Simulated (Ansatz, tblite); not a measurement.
# Al15N15 wurtzite off sphere (Al15N15H36): rung by rung

Aim: run the singlet of Al15N15 wurtzite off sphere (Al15N15H36) at one geometry on many levels, and compare frontier levels, spin and run time.

Program: Ansatz 0.2.0, Gaussian basis. Level of theory: as each input shows. These are calculated values, not measurements.

Levels to be run: GFN1-xTB, GFN2-xTB, PBE-D4/def2-SVP, r2SCAN-D4/def2-SVP, BLYP-D4/def2-SVP, CAM-B3LYP-D4/def2-SVP, PBE0-D4/def2-TZVP, PBE-D4/def2-TZVP, HF/STO-3G, MP2/def2-SVP, RPA/def2-SVP.

## Step 1: The relaxed structure

The geometry is that of the singlet, from an earlier relaxation (PBE-D4/def2-SVP).

66 atoms, charge 0, spin multiplicity 1.

Bond lengths: N1–Al2 1.990 Å, N1–Al7 1.941 Å, N1–H31 1.032 Å, N1–H32 1.037 Å, Al2–N4 1.930 Å, Al2–H33 1.602 Å, Al2–H34 1.643 Å, Al3–N4 1.934 Å, Al3–N10 2.004 Å, Al3–H35 1.620 Å, Al3–H36 1.620 Å, N4–Al5 1.930 Å, N4–Al12 1.883 Å, Al5–N6 1.990 Å, Al5–H37 1.602 Å, Al5–H38 1.643 Å, N6–Al17 1.941 Å, N6–H39 1.037 Å and more. Angles: Al2–N1–Al7 114.9°, Al2–N1–H31 108.6°, Al2–N1–H32 106.1°, Al7–N1–H31 111.0°, Al7–N1–H32 111.1°, H31–N1–H32 104.5°, N1–Al2–N4 104.2°, N1–Al2–H33 108.9°, N1–Al2–H34 101.7°, N4–Al2–H33 114.8°, N4–Al2–H34 109.7°, H33–Al2–H34 116.1°, N4–Al3–N10 104.9°, N4–Al3–H35 110.6°, N4–Al3–H36 110.6°, N10–Al3–H35 105.2°, N10–Al3–H36 105.2°, H35–Al3–H36 119.1° and more.

PBE0-D4/def2-SVP was run before; its log isn't repeated, and its numbers join the tables.

## Step 2: GFN1-xTB

Tight binding, by tblite at 300 K electronic temperature and without a spin-polarisation term:

```python
tblite.interface.Calculator('GFN1-xTB', numbers, positions, charge=0, uhf=0).singlepoint()
```

Energy -2380.5637 eV, HOMO -8.73 eV, LUMO -4.65 eV; 0.68 s.

## Step 3: GFN2-xTB

Tight binding, by tblite at 300 K electronic temperature and without a spin-polarisation term:

```python
tblite.interface.Calculator('GFN2-xTB', numbers, positions, charge=0, uhf=0).singlepoint()
```

Energy -2168.5980 eV, HOMO -10.12 eV, LUMO -5.33 eV; 0.59 s.

## Step 4: PBE-D4/def2-SVP

start.molden holds the orbitals of an earlier run on this state, given as this run's starting guess.

The input, in.yaml:

```yaml
crystal:
  periodic: [false, false, false]
  atoms:
    - {symbol: N, position_ang: [-0.817081, -4.039571, -0.521135]}
    - {symbol: Al, position_ang: [-2.461202, -3.208106, 0.231835]}
    - {symbol: Al, position_ang: [-2.485169, -1.433038, -2.332295]}
    - {symbol: N, position_ang: [-2.400864, -1.386049, -0.400954]}
    - {symbol: Al, position_ang: [-4.008549, -0.528327, 0.234353]}
    - {symbol: N, position_ang: [-3.907544, 1.312376, -0.516026]}
    - {symbol: Al, position_ang: [0.845334, -3.204604, 0.030941]}
    - {symbol: N, position_ang: [0.628317, -3.167165, 1.977964]}
    - {symbol: Al, position_ang: [0.711242, -1.450455, -2.387495]}
    - {symbol: N, position_ang: [-0.832393, -0.477931, -2.943253]}
    - {symbol: N, position_ang: [0.740043, -1.371304, -0.487214]}
    - {symbol: Al, position_ang: [-0.839120, -0.484641, 0.142961]}
    - {symbol: Al, position_ang: [0.749897, -1.399182, 2.793580]}
    - {symbol: N, position_ang: [-0.741665, -0.430056, 2.080172]}
    - {symbol: Al, position_ang: [-0.902740, 1.344384, -2.384932]}
    - {symbol: N, position_ang: [-0.818203, 1.327143, -0.484751]}
    - {symbol: Al, position_ang: [-2.352905, 2.334096, 0.036076]}
    - {symbol: Al, position_ang: [-0.834460, 1.345395, 2.795992]}
    - {symbol: N, position_ang: [-2.427340, 2.124720, 1.982873]}
    - {symbol: N, position_ang: [2.287887, -0.444405, -3.006045]}
    - {symbol: Al, position_ang: [2.339113, -0.477038, 0.115103]}
    - {symbol: N, position_ang: [2.258196, -0.445811, 2.060476]}
    - {symbol: Al, position_ang: [2.428771, 1.404786, -2.373344]}
    - {symbol: N, position_ang: [0.756181, 2.207771, -3.003742]}
    - {symbol: N, position_ang: [2.309660, 1.334211, -0.493856]}
    - {symbol: Al, position_ang: [0.756134, 2.264342, 0.117511]}
    - {symbol: Al, position_ang: [2.313566, 1.333263, 2.797177]}
    - {symbol: N, position_ang: [0.744678, 2.176036, 2.062754]}
    - {symbol: Al, position_ang: [3.942062, 2.276753, 0.028537]}
    - {symbol: N, position_ang: [3.858106, 2.224806, 2.024361]}
    - {symbol: H, position_ang: [-0.821272, -5.045580, -0.290033]}
    - {symbol: H, position_ang: [-0.925369, -4.010234, -1.551914]}
    - {symbol: H, position_ang: [-3.737587, -4.046096, -0.254412]}
    - {symbol: H, position_ang: [-2.144143, -3.244765, 1.843652]}
    - {symbol: H, position_ang: [-2.322460, -2.950615, -2.874184]}
    - {symbol: H, position_ang: [-3.718683, -0.532826, -2.871904]}
    - {symbol: H, position_ang: [-5.372975, -1.213931, -0.251586]}
    - {symbol: H, position_ang: [-3.880442, -0.237641, 1.846516]}
    - {symbol: H, position_ang: [-3.937233, 1.205502, -1.546935]}
    - {symbol: H, position_ang: [-4.780766, 1.811210, -0.283357]}
    - {symbol: H, position_ang: [2.170068, -4.023131, -0.330207]}
    - {symbol: H, position_ang: [-0.349867, -3.471683, 2.183129]}
    - {symbol: H, position_ang: [1.244026, -3.844469, 2.452340]}
    - {symbol: H, position_ang: [0.809834, -2.950282, -2.957857]}
    - {symbol: H, position_ang: [-0.936184, -0.536925, -3.971342]}
    - {symbol: H, position_ang: [0.810215, -1.558282, 4.383244]}
    - {symbol: H, position_ang: [-1.599072, -0.924946, 2.396530]}
    - {symbol: H, position_ang: [-2.153035, 2.180165, -2.953038]}
    - {symbol: H, position_ang: [-2.400038, 3.891083, -0.322931]}
    - {symbol: H, position_ang: [-0.940749, 1.475050, 4.385917]}
    - {symbol: H, position_ang: [-3.179601, 1.429108, 2.187609]}
    - {symbol: H, position_ang: [-2.706185, 2.995749, 2.458698]}
    - {symbol: H, position_ang: [2.385827, -0.508885, -4.031358]}
    - {symbol: H, position_ang: [3.118957, -0.946575, -2.641016]}
    - {symbol: H, position_ang: [3.648956, -1.280621, -0.375467]}
    - {symbol: H, position_ang: [3.108058, -0.929597, 2.400586]}
    - {symbol: H, position_ang: [3.693304, 2.135949, -3.023102]}
    - {symbol: H, position_ang: [0.748550, 2.326032, -4.028917]}
    - {symbol: H, position_ang: [0.736981, 3.178155, -2.637560]}
    - {symbol: H, position_ang: [0.714185, 3.801050, -0.371171]}
    - {symbol: H, position_ang: [2.411778, 1.388740, 4.393490]}
    - {symbol: H, position_ang: [0.750954, 3.153459, 2.404214]}
    - {symbol: H, position_ang: [5.242514, 1.404292, -0.350342]}
    - {symbol: H, position_ang: [3.834383, 3.840119, -0.345967]}
    - {symbol: H, position_ang: [4.724220, 1.785471, 2.374296]}
    - {symbol: H, position_ang: [3.912870, 3.193519, 2.376796]}
basis:
  gaussian: {orbitals: def2-SVP, fitting: {mean_field: def2-universal-jkfit}, initial_orbitals: start.molden}
hamiltonian: {xc: pbe, dispersion: d4}
scf: {omitted_lower_state_checks: [starts]}
output: {orbitals: {seedname: orbitals}}
```

Run with:

```bash
ansatz run in.yaml --threads 4 --pin off --events-out ev --progress --plain --max-ram 66560MiB --backend cuda --devices 0, --max-vram 37GiB
```

Further steps of the session: r2SCAN-D4/def2-SVP; BLYP-D4/def2-SVP; CAM-B3LYP-D4/def2-SVP; PBE0-D4/def2-TZVP; PBE-D4/def2-TZVP; HF/STO-3G; MP2/def2-SVP; RPA/def2-SVP.

Before running them: what should the planned runs give, taken together? Wanted: gap in def2-SVP, named functionals, smallest and largest; correlation energy, MP2/def2-SVP; binding an atom, functionals in def2-SVP; PBE0 total energy, smallest basis above largest.

The runs gave:

```
                                                quantity                                     value
gap in def2-SVP, named functionals, smallest and largest  4.99 eV (PBE-D4), 9.34 eV (CAM-B3LYP-D4)
                        correlation energy, MP2/def2-SVP                                 -98.96 eV
                binding an atom, functionals in def2-SVP  3.74 (PBE0-D4) to 3.79 eV (CAM-B3LYP-D4)
         PBE0 total energy, smallest basis above largest            59.58 eV (def2-SVP, def2-TZVP)
```

What this shows: Orbital gaps of the named functionals in def2-SVP span 4.99 eV (PBE-D4) to 9.34 eV (CAM-B3LYP-D4); exact exchange widens it.
